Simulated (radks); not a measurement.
# Sb⁴⁺ in [Kr] 4d10 5s1: an all-electron calculation

One table from this session's results is given with a row withheld; the runs are named, their logs left out.

The numbers are computed with radks (a radial shooting solver on a logarithmic mesh, Libxc functionals) version 1 (Dirac Kohn-Sham, B86b exchange with PBE correlation, spin-unpolarised, spherical densities, point nucleus), except any that are marked as measured or tabulated.

## Starting point

| Property | Result |
| --- | --- |
| element | antimony (Z = 51) |
| charge | +4 |
| electrons | 47 |
| configuration | [Kr] 4d10 5s1 |

Outer shells as boxes (Hund's rule):

Sb⁴⁺
```
[Kr] core
4d [↑↓][↑↓][↑↓][↑↓][↑↓]
5s [↑ ]
```

The first run:

The run's settings:

```text
Z 51
configuration [Kr] 4d10 5s1 5p0 6s0
relativity Dirac
functional b86_mgc,pbe
spin unpolarised
j_filling average
nucleus point
c 137.035999084
```

Launch:

```bash
$ python run_ks.py task.json out
```

The same process makes all the runs of this session.

One table of the session follows, with a row left open; its other results are not shown here.

It belongs to the step «Shells». From the orbitals of this run (lengths in bohr):

| level | <r> | outermost maximum (interpolated) | 90 % within | nodes |
| --- | --- | --- | --- | --- |
| 1s1/2 | 0.02842 | 0.0183 | 0.0511 | 0 |
| 2s1/2 | 0.1222 | 0.104 | 0.189 | 1 |
| 2p1/2 | 0.1032 | 0.0798 | 0.169 | 0 |
| 2p3/2 | 0.1087 | 0.0844 | 0.177 | 0 |
| 3s1/2 | 0.3302 | 0.300 | 0.486 | 2 |
| 3p1/2 | 0.3208 | 0.286 | 0.483 | 1 |
| 3p3/2 | 0.3321 | 0.297 | 0.499 | 1 |
| 3d3/2 | 0.3033 | 0.243 | 0.478 | 0 |
| 3d5/2 | 0.3069 | 0.246 | 0.483 | 0 |
| 4s1/2 | 0.7900 | 0.723 | 1.14 | 3 |
| 4p1/2 | 0.8308 | 0.746 | 1.22 | 2 |
| 4p3/2 | 0.8594 | 0.770 | 1.26 | 2 |
| 4d3/2 | 1.005 | 0.840 | 1.54 | 1 |
| 4d5/2 | 1.016 | 0.849 | 1.56 | 1 |
| 5s1/2 | ? | ? | ? | ? |
| 5p1/2 | 2.191 | 1.98 | 3.15 | 3 |
| 5p3/2 | 2.253 | 2.04 | 3.23 | 3 |

**Question.** Estimate the row for 5s1/2.

**Answer.** <r>: 1.950; outermost maximum (interpolated): 1.77; 90 % within: 2.79; nodes: 4. In the column «<r>» it lies between 4d5/2 (1.016) and 5p1/2 (2.191).

Limits of these values: Spin polarisation and multiplet splitting are left out.
